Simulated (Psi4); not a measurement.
# PBE0/cc-pVDZ run of GeNH2F (SMILES [NH2][Ge][F])

Aim: the vertical ionisation energy of GeNH2F at PBE0/cc-pVDZ, from 2 runs. 

The calculation is run with Psi4 1.11.

2 further runs of the same task are left out: 2 set aside as unsound or not needed.

### 1 The molecule

GeNH2F has 5 atoms, charge 0, and is taken as a singlet. SMILES: `[NH2][Ge][F]`. The shape is that of a PBE0-D4/def2-TZVP optimisation. This is one conformer, not always the lowest.

Bond lengths: N1–Ge2 1.811 Å, Ge2–F3 1.768 Å, N1–H4 1.008 Å, N1–H5 1.010 Å. Angles: N1–Ge2–F3 94.5°, Ge2–N1–H4 124.0°, Ge2–N1–H5 122.7°, H4–N1–H5 113.3°.

### 2 Energy and forces at PBE0/cc-pVDZ

fgeh2n.json

```json
{
  "schema_name": "qcschema_input",
  "schema_version": 1,
  "molecule": {
    "schema_name": "qcschema_molecule",
    "schema_version": 2,
    "symbols": ["N", "Ge", "F", "H", "H"],
    "geometry": [-0.90272217, 0.6568688, -0.38682694, 0.82033011, -0.57674441, 2.30017464, 3.02034926, -2.27504128, 0.4450305, -2.41903841, 1.80015311, -0.24679823, -0.42424351, 0.25567994, -2.18962566],
    "molecular_charge": 0,
    "molecular_multiplicity": 1,
    "fix_symmetry": "c1",
    "fix_com": true,
    "fix_orientation": true
  },
  "driver": "gradient",
  "model": {
    "method": "pbe0",
    "basis": "cc-pVDZ"
  },
  "keywords": {
    "reference": "rks",
    "puream": true,
    "e_convergence": 1e-09,
    "d_convergence": 1e-08,
    "scf_type": "pk",
    "dft_radial_points": 99,
    "dft_spherical_points": 590,
    "scf_properties": ["DIPOLE", "LOWDIN_CHARGES", "WIBERG_LOWDIN_INDICES"]
  }
}
```

Run with:

```sh
$ psi4 --qcschema fgeh2n.json -n 1 --memory 1600MB
```

stdout, shortened:

```text
[...]
  Running in c1 symmetry.
[...]
  Nuclear repulsion =  188.583783705987088
[...]
  Multiplicity = 1
[...]
  Nalpha       = 25
  Nbeta        = 25
[...]
    Number of basis functions: 65
[...]
   @RKS iter   1: -2231.90734886721293   -3.53786e+00   1.60779e-02 ADIIS/DIIS
[...]
   @RKS iter  11: -2232.40496816806854   -9.09495e-13   3.21456e-09 DIIS
[...]
    Orbital Energies [Eh]
    ---------------------
    Doubly Occupied:
       1A   -399.150177     2A    -49.965919     3A    -44.448704
       4A    -44.447391     5A    -44.446185     6A    -24.722734
       7A    -14.392010     8A     -6.314870     9A     -4.471433
      10A     -4.468423    11A     -4.463355    12A     -1.270478
      13A     -1.261113    14A     -1.261009    15A     -1.256728
      16A     -1.254144    17A     -1.137527    18A     -0.872519
      19A     -0.541202    20A     -0.511944    21A     -0.423754
      22A     -0.390457    23A     -0.378757    24A     -0.290683
      25A     -0.276275
[...]
  @RKS Final Energy: -2232.40496816806854
   => Energetics <=
    Nuclear Repulsion Energy =            188.5837837059870878
    One-Electron Energy =               -3485.8651393633481348
    Two-Electron Energy =                1137.9611922049887198
    DFT Exchange-Correlation Energy =     -73.0848047156966771
    Empirical Dispersion Energy =           0.0000000000000000
    VV10 Nonlocal Energy =                  0.0000000000000000
    Total Energy =                      -2232.4049681680685353
[...]
 Multipole Moments:
 ------------------------------------------------------------------------------------
     Multipole            Electronic (a.u.)      Nuclear  (a.u.)        Total (a.u.)
 ------------------------------------------------------------------------------------
 L = 1.  Multiply by 2.5417464519 to convert [e a0] to [Debye]
 Dipole X            :        -45.0922092           44.2713698           -0.8208395
 Dipole Y            :         32.8921130          -32.2772780            0.6148350
 Dipole Z            :        -72.5848800           72.4666505           -0.1182295
 Magnitude           :                                                    1.0323651
[...]
  -Total Gradient:
     Atom            X                  Y                   Z
    ------   -----------------  -----------------  -----------------
       1       -0.001925502088     0.001358265344    -0.003801353580
       2        0.002740214320    -0.002224682285    -0.007338159890
       3       -0.004685874335     0.003616233537     0.004207610574
       4        0.005436096024    -0.004093071414     0.000030179206
       5       -0.001515266189     0.001307267935     0.006962833657
[...]
```

The result, in JSON:

```text
{
 "driver": "gradient",
 "model": {
  "method": "pbe0",
  "basis": "cc-pVDZ"
 },
 "success": true,
 "return_result": [-0.001925502087888331, 0.0013582653442821974, -0.00380135358004835, 0.002740214319671145, -0.002224682285093326, -0.00733815988951414, -0.0046858743347800436, 0.003616233536687996, 0.00420761057434145, 0.005436096023861886, -0.004093071413517307, 3.017920572061933e-05, -0.001515266188784864, 0.001307267934954677, 0.00696283365661321],
 "properties": {
  "calcinfo_nbasis": 65,
  "calcinfo_nmo": 65,
  "calcinfo_nalpha": 25,
  "calcinfo_nbeta": 25,
  "calcinfo_natom": 5,
  "nuclear_repulsion_energy": 188.5837837059871,
  "return_energy": -2232.4049681680685,
  "return_gradient": [-0.001925502087888331, 0.0013582653442821974, -0.00380135358004835, 0.002740214319671145, -0.002224682285093326, -0.00733815988951414, -0.0046858743347800436, 0.003616233536687996, 0.00420761057434145, 0.005436096023861886, -0.004093071413517307, 3.017920572061933e-05, -0.001515266188784864, 0.001307267934954677, 0.00696283365661321],
  "scf_one_electron_energy": -3485.865139363348,
  "scf_two_electron_energy": 1137.9611922049887,
  "scf_xc_energy": -73.08480471569668,
  "scf_dipole_moment": [-0.8208394520567879, 0.6148349968389084, -0.11822945321196698],
  "scf_total_energy": -2232.4049681680685,
  "scf_total_gradient": [-0.001925502087888331, 0.0013582653442821974, -0.00380135358004835, 0.002740214319671145, -0.002224682285093326, -0.00733815988951414, -0.0046858743347800436, 0.003616233536687996, 0.00420761057434145, 0.005436096023861886, -0.004093071413517307, 3.017920572061933e-05, -0.001515266188784864, 0.001307267934954677, 0.00696283365661321],
  "scf_iterations": 11
 }
}
```

It took 29 s on 1 thread of Intel Xeon Platinum 8488C (Sapphire Rapids), shared host; peak memory 0.92 GiB.

### 3 The doublet cation at the same level

job.py

```python
import psi4

psi4.set_memory('1600 MB')
psi4.set_num_threads(1)
psi4.core.set_output_file('output.dat', False)

molecule = psi4.geometry("""
1 2
N     -0.477700     0.347600    -0.204700
Ge     0.434100    -0.305200     1.217200
F      1.598300    -1.203900     0.235500
H     -1.280100     0.952600    -0.130600
H     -0.224500     0.135300    -1.158700
symmetry c1
""")

psi4.set_options({
    'reference': 'uks',
    'puream': True,
    'e_convergence': 1e-09,
    'd_convergence': 1e-08,
    'scf_type': 'pk',
    'dft_radial_points': 99,
    'dft_spherical_points': 590,
    'maxiter': 200,
})

result, w = psi4.gradient('pbe0/cc-pVDZ', molecule=molecule, return_wfn=True)
psi4.oeprop(w, 'DIPOLE', 'MULLIKEN_CHARGES', 'MAYER_INDICES', title='PBE0')
print('gradient / Eh bohr^-1')
print(result.np.round(6))
print(f'energy = {w.energy():.10f} Eh')
for k, v in sorted(psi4.core.scalar_variables().items()):
    print(f'{k:45s} {v:18.10f}')
```

Run with:

```sh
$ python job.py
```

output.dat, shortened:

```text
[...]
  Running in c1 symmetry.
[...]
  Nuclear repulsion =  188.583783618447512
[...]
  Multiplicity = 2
[...]
  Nalpha       = 25
  Nbeta        = 24
[...]
    Number of basis functions: 65
[...]
   @UKS iter   1: -2231.60759410428000   -3.23810e+00   1.49481e-02 DIIS/ADIIS
[...]
   @UKS iter  23: -2232.03557210681493   -4.54747e-12   7.39808e-09 DIIS
[...]
   @S^2 Observed:                7.562032190E-01
[...]
  @UKS Final Energy: -2232.03557210681493
   => Energetics <=
    Nuclear Repulsion Energy =            188.5837836184475123
    One-Electron Energy =               -3470.5945756060391432
    Two-Electron Energy =                1122.7914840463151904
    DFT Exchange-Correlation Energy =     -72.8162641655378877
    Empirical Dispersion Energy =           0.0000000000000000
    VV10 Nonlocal Energy =                  0.0000000000000000
    Total Energy =                      -2232.0355721068144703
[...]
  -Total Gradient:
     Atom            X                  Y                   Z
    ------   -----------------  -----------------  -----------------
       1        0.001128485421    -0.001606346734    -0.036874128649
       2       -0.004506969184     0.004721733576     0.058561191634
       3        0.006252225027    -0.005273565186    -0.024824458857
       4        0.009087519205    -0.006987674118    -0.005505486207
       5       -0.011909987104     0.009108686210     0.008705110898
[...]
 Multipole Moments:
 ------------------------------------------------------------------------------------
     Multipole            Electronic (a.u.)      Nuclear  (a.u.)        Total (a.u.)
 ------------------------------------------------------------------------------------
 L = 1.  Multiply by 2.5417464519 to convert [e a0] to [Debye]
 Dipole X            :          1.6473823           -2.7805670           -1.1331847
 Dipole Y            :         -1.0970833            1.9557106            0.8586273
 Dipole Z            :          6.1207935           -5.8410816            0.2797119
 Magnitude           :                                                    1.4489952
[...]
```

The script printed:

```text
gradient / Eh bohr^-1
[[ 0.001128 -0.001606 -0.036874]
 [-0.004507  0.004722  0.058561]
 [ 0.006252 -0.005274 -0.024824]
 [ 0.009088 -0.006988 -0.005505]
 [-0.01191   0.009109  0.008705]]
energy = -2232.0355721068 Eh
CURRENT ENERGY                                  -2232.0355721068
CURRENT REFERENCE ENERGY                        -2232.0355721068
DD SOLVATION ENERGY                                 0.0000000000
DFT FUNCTIONAL TOTAL ENERGY                     -2232.0355721068
DFT TOTAL ENERGY                                -2232.0355721068
DFT VV10 ENERGY                                     0.0000000000
DFT XC ENERGY                                     -72.8162641655
GRID ELECTRONS ALPHA                               25.0000002583
GRID ELECTRONS BETA                                24.0000003083
GRID ELECTRONS TOTAL                               49.0000005666
NUCLEAR REPULSION ENERGY                          188.5837836184
ONE-ELECTRON ENERGY                             -3470.5945756060
PCM POLARIZATION ENERGY                             0.0000000000
PE ENERGY                                           0.0000000000
SCF ITERATION ENERGY                            -2232.0355721068
SCF ITERATIONS                                     23.0000000000
SCF TOTAL ENERGY                                -2232.0355721068
TWO-ELECTRON ENERGY                              1122.7914840463
XC GRID RADIAL POINTS                              99.0000000000
XC GRID SPHERICAL POINTS                          590.0000000000
XC GRID TOTAL POINTS                           278409.0000000000
```

Run time: 39 s. Hardware: 1 thread of Intel Xeon Platinum 8488C (Sapphire Rapids), shared host; peak memory 0.92 GiB.

### 4 Summary of results

Level: PBE0/cc-pVDZ.

| quantity | value |
| --- | --- |
| singlet GeNH2F: total energy | -2232.40497 Eh |
| singlet GeNH2F: dipole moment | 2.62 D |
| singlet GeNH2F: HOMO energy | -7.52 eV |
| singlet GeNH2F: LUMO energy | -1.26 eV |
| singlet GeNH2F: HOMO–LUMO gap | 6.26 eV |
| singlet GeNH2F: largest force on an atom | 0.419 eV/Å |
| doublet cation: total energy | -2232.03557 Eh |
| doublet cation: HOMO energy (highest over α and β) | -14.79 eV |
| doublet cation: LUMO energy (lowest over α and β) | -12.56 eV |
| doublet cation: ⟨S²⟩ | 0.756 |
| doublet cation: largest force on an atom | 3.030 eV/Å |
| vertical ionisation energy (to the doublet cation) | 10.052 eV |

What this shows: Removing an electron at fixed nuclei costs 10.05 eV (970 kJ/mol). The largest force (singlet GeNH2F) is 0.42 eV/Å: the shape isn't a stationary point for this species at this level. −ε(HOMO) before ionisation, 7.52 eV, is 2.53 eV below this ionisation energy. Mulliken charges (doublet cation) run from -0.24 on F3 to +1.08 on Ge2; they depend strongly on the basis.
